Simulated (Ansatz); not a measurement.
The first iterations of a band of a periodic cell of 13 atoms, Ru12C (host Ru, host structure hcp, interstitial C).

These are results of DFT LDA, scalar-relativistic, plane waves, PAW in Ansatz, not measurements. Settings: cutoff 420 eV, k mesh 4x3x4, gaussian smearing 0.1 eV, no spin polarisation.

* movable images: 5
* climbing image: yes
* spring: 5.0 eV/Å²
* optimiser: quadratic models (default)
* start path: IDPP
* force threshold: 0.03 eV/Å
* iteration limit: 35
* end points: relaxed

First end point:

```xyz
13
Lattice="5.4000 0.0000 0.0000 -4.0500 7.0148 0.0000 0.0000 0.0000 4.2768" Properties=species:S:1:pos:R:3
Ru 0.007 0.029 0.263
Ru 0.004 1.813 2.034
Ru -1.383 2.367 -0.023
Ru -1.407 3.862 2.132
Ru -2.688 4.647 -0.008
Ru -2.571 6.133 2.085
Ru 2.714 -0.012 0.000
Ru 2.702 1.532 2.113
Ru 1.393 2.363 -0.027
Ru 1.399 3.885 2.125
Ru -0.010 4.628 -0.027
Ru -0.123 6.106 2.063
C -0.019 0.081 2.714
```

Last end point:

Only the atoms that move by more than 0.05 Å are listed.
```
Ru1 0.005 0.029 -0.271
Ru2 -0.001 1.815 2.237
Ru6 -2.576 6.135 2.182
Ru12 -0.127 6.107 2.203
C13 -0.022 0.086 1.554
```

| iteration | highest image above the first end (eV) | largest band force component (eV/Å) |
| --- | --- | --- |
| 1 | 1.115 | 4.207 |
| 2 | 0.741 | 1.898 |

**Question.** Does the band converge within its limit, and where does its top end?

**Answer.** It converged. It ended after 7 iterations with the highest image 0.615 eV above the first end. By the program's own check the climbing image is a first-order saddle point (lowest curvatures found: -7.39 and 1.43 eV/Å²). Limits of this set-up: coarse k mesh.

Run time: 16 min on 4 threads of AMD EPYC 7R43 64-Core Processor (Zen 3), on a shared host, peak memory 2.9 GiB.
